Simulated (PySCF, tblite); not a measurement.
**C₈H₁₄OSi: geometry, infrared bands and NMR shifts**

What infrared bands and NMR shifts should C₈H₁₄OSi (`COC1=C[C@H](C2CC2)[SiH2]C1`) show?

Computed with tblite 0.8.0 and PySCF 2.14.0, with density-fitted response routines of our own, on a single molecule in the gas phase. Atoms are numbered from 0 throughout.

### Step 1. The molecule as given

24 atoms, charge 0, multiplicity 1; geometry from: force field or distance geometry start.

Bonds of the start (Å): C0–O1 1.42, O1–C2 1.36, C2–C3 1.37, C3–C4 1.53, C4–C5 1.50, C5–C6 1.51, C6–C7 1.50, C4–Si8 1.97, Si8–C9 1.89, C9–C2 1.51, C7–C5 1.50, C0–H10 1.08, C0–H11 1.10, C0–H12 1.11, C3–H13 1.07, C4–H14 1.10, C5–H15 1.10, C6–H16 1.09, C6–H17 1.08, C7–H18 1.09, C7–H19 1.08, Si8–H20 1.48, Si8–H21 1.49, C9–H22 1.09, C9–H23 1.09.

### Step 2. Relaxing the molecule with GFN2-xTB

What the job is given:

```
{"job": {"kind": "relax", "xc": "GFN2-xTB", "basis": "xTB"}, "charge": 0, "multiplicity": 1}
C      3.297900     1.281400    -0.694300
O      2.996600    -0.083000    -0.459500
C      1.690300    -0.452100    -0.355300
C      0.599000     0.356600    -0.493200
C     -0.792800    -0.254500    -0.340500
C     -1.628700     0.389000     0.731000
C     -2.375700     1.667100     0.436300
C     -3.123800     0.385800     0.655600
Si    -0.416500    -2.159500    -0.016100
C      1.459300    -1.923800    -0.084800
H      4.373800     1.396700    -0.733000
H      2.879100     1.601200    -1.656700
H      2.906900     1.915600     0.128800
H      0.672000     1.410900    -0.688500
H     -1.299700    -0.187400    -1.318300
H     -1.174500     0.308500     1.730600
H     -2.422400     2.418600     1.223700
H     -2.343300     2.066200    -0.563900
H     -3.687200     0.268500     1.580800
H     -3.602000    -0.070200    -0.204300
H     -0.941900    -2.997100    -1.122700
H     -0.887500    -2.580100     1.333400
H      1.897400    -2.520900    -0.881100
H      1.912200    -2.217800     0.862600
```

Command:

```bash
OMP_NUM_THREADS=1 python probes_run.py task.json out
```

The driver reads the jobs from task.json and runs them one after another.

**Question.** This job is followed by: GFN2-xTB harmonic vibrations, gas phase; GIAO PBE0/pcSseg-1 NMR shielding, non-relativistic, gas phase. Predict these results of the whole session: strongest single infrared mode (GFN2-xTB); zero-point energy (GFN2-xTB); 13C shifts against TMS (PBE0/pcSseg-1); 1H shifts against TMS (PBE0/pcSseg-1, means over atoms taken as alike); 17O shifts against H2O (PBE0/pcSseg-1); 29Si shifts against TMS (PBE0/pcSseg-1).

As calculated:

```
                                                              quantity                                                                       value
                             strongest single infrared mode (GFN2-xTB)                                                       2240 cm⁻¹, 406 km/mol
                                          zero-point energy (GFN2-xTB)                                                              122.7 kcal/mol
                                13C shifts against TMS (PBE0/pcSseg-1)                         167.3, 105.2, 56.9, 37.5, 20.4, 17.7, 10.4, 6.3 ppm
1H shifts against TMS (PBE0/pcSseg-1, means over atoms taken as alike)  4.70, 4.40, 4.24, 3.74, 1.95, 1.82, 1.24, 0.63, 0.60, 0.47, 0.16, 0.01 ppm
                                17O shifts against H2O (PBE0/pcSseg-1)                                                                   117.6 ppm
                               29Si shifts against TMS (PBE0/pcSseg-1)                                                                   -34.0 ppm
```

What this shows: The optimisation took 66 steps and gained 0.162 eV; among the close pairs (by a distance rule), C4–Si8 changed most, from 1.969 to 1.917 Å. All 66 modes are real, so the xTB geometry is a minimum. The strongest single mode, at 2240 cm⁻¹, moves mainly H20. Unscaled tight-binding wavenumbers are off by several per cent, some by more. Its intensities can rank the bands wrongly. At PBE0/pcSseg-1: Shielding is most anisotropic at O1 (span 188 ppm, paramagnetic term -177 ppm).
